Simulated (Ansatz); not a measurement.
# CH7BFN: a nudged elastic band in two tries

Aim: a band of images between two relaxed ends for this system.

All numbers below are computed with Ansatz 0.2.0 (RKS B3LYP/6-31G*).

**1. Starting point**

Bond lengths: B1–C2 1.570 Å, C2–H3 1.097 Å, C2–H4 1.098 Å, C2–H5 1.099 Å, B1–H6 1.197 Å, B1–N7 1.418 Å, N7–H8 1.014 Å, N7–H9 1.013 Å, F10–H11 0.949 Å. Angles: B1–C2–H3 114.6°, B1–C2–H4 109.8°, B1–C2–H5 110.4°, H3–C2–H4 107.8°, H3–C2–H5 108.0°, H4–C2–H5 105.9°, C2–B1–H6 122.2°, C2–B1–N7 121.6°, H6–B1–N7 116.2°, B1–N7–H8 122.1°, B1–N7–H9 122.3°, H8–N7–H9 113.0°.

As a file:

```xyz
11

B    -0.0289    0.2265    0.3547
C    -0.0531    0.4335    1.9105
H    -1.0406    0.3107    2.3732
H     0.6332   -0.2769    2.3908
H     0.3208    1.4339    2.1689
H     0.9668    0.3747   -0.2931
N    -1.1884   -0.1665   -0.3601
H    -2.1061   -0.1879    0.0708
H    -1.2265   -0.1675   -1.3720
F    -0.0063   -2.6576    0.2858
H    -0.5418   -1.9402   -0.0292
```

**2. First attempt**

input.yaml reads:

```yaml
crystal:
  periodic: [false, false, false]
  atoms:
    - { symbol: B, position_ang: [-0.028873, 0.226485, 0.354676] }
    - { symbol: C, position_ang: [-0.053091, 0.433508, 1.910536] }
    - { symbol: H, position_ang: [-1.040607, 0.310687, 2.373158] }
    - { symbol: H, position_ang: [0.633165, -0.276944, 2.390766] }
    - { symbol: H, position_ang: [0.320822, 1.43385, 2.168891] }
    - { symbol: H, position_ang: [0.966762, 0.374716, -0.293121] }
    - { symbol: "N", position_ang: [-1.18842, -0.16647, -0.360149] }
    - { symbol: H, position_ang: [-2.106064, -0.187877, 0.070803] }
    - { symbol: H, position_ang: [-1.226488, -0.167486, -1.372049] }
    - { symbol: F, position_ang: [-0.006268, -2.657644, 0.285832] }
    - { symbol: H, position_ang: [-0.541838, -1.940225, -0.029243] }
basis:
  gaussian: { orbitals: "6-31G*" }
hamiltonian:
  xc: b3lyp
neb:
  order_check: false
  images: 9
  f_tol: 0.05
  max_iterations: 8
  final_atoms:
    - { symbol: B, position_ang: [-0.20487264, -0.64698992, -1.27832777] }
    - { symbol: C, position_ang: [0.1595522, 0.14621314, 3.22441229] }
    - { symbol: H, position_ang: [-0.864243, 0.34828894, 3.55254665] }
    - { symbol: H, position_ang: [0.62386899, -0.56992321, 3.90855498] }
    - { symbol: H, position_ang: [0.7324388, 1.07794064, 3.23270298] }
    - { symbol: H, position_ang: [0.70555369, -0.36617412, -1.9999732] }
    - { symbol: "N", position_ang: [-1.53166385, -0.44138918, -1.66067209] }
    - { symbol: H, position_ang: [-2.31788753, -0.67077176, -1.06730361] }
    - { symbol: H, position_ang: [-1.78460451, -0.04985963, -2.55577762] }
    - { symbol: F, position_ang: [0.0631708, -1.17607053, -0.06976483] }
    - { symbol: H, position_ang: [0.14778704, -0.26866437, 2.21370222] }
  initial_path: idpp
  optimiser: cg
```

Command:

```
> ansatz run input.yaml --threads 1 --pin off --max-ram 2048MiB --backend cpu --events-out ev --progress --plain --runs-dir out
```

Q: Predict the outcome of this session. Wanted: first try.

**Answer**, as computed:

| quantity | value |
| --- | --- |
| first try | refused |
| cause | the word typed for the ensemble or optimiser is not among those the program lists |

The fault in the first input was caught at the input check and cost nothing.
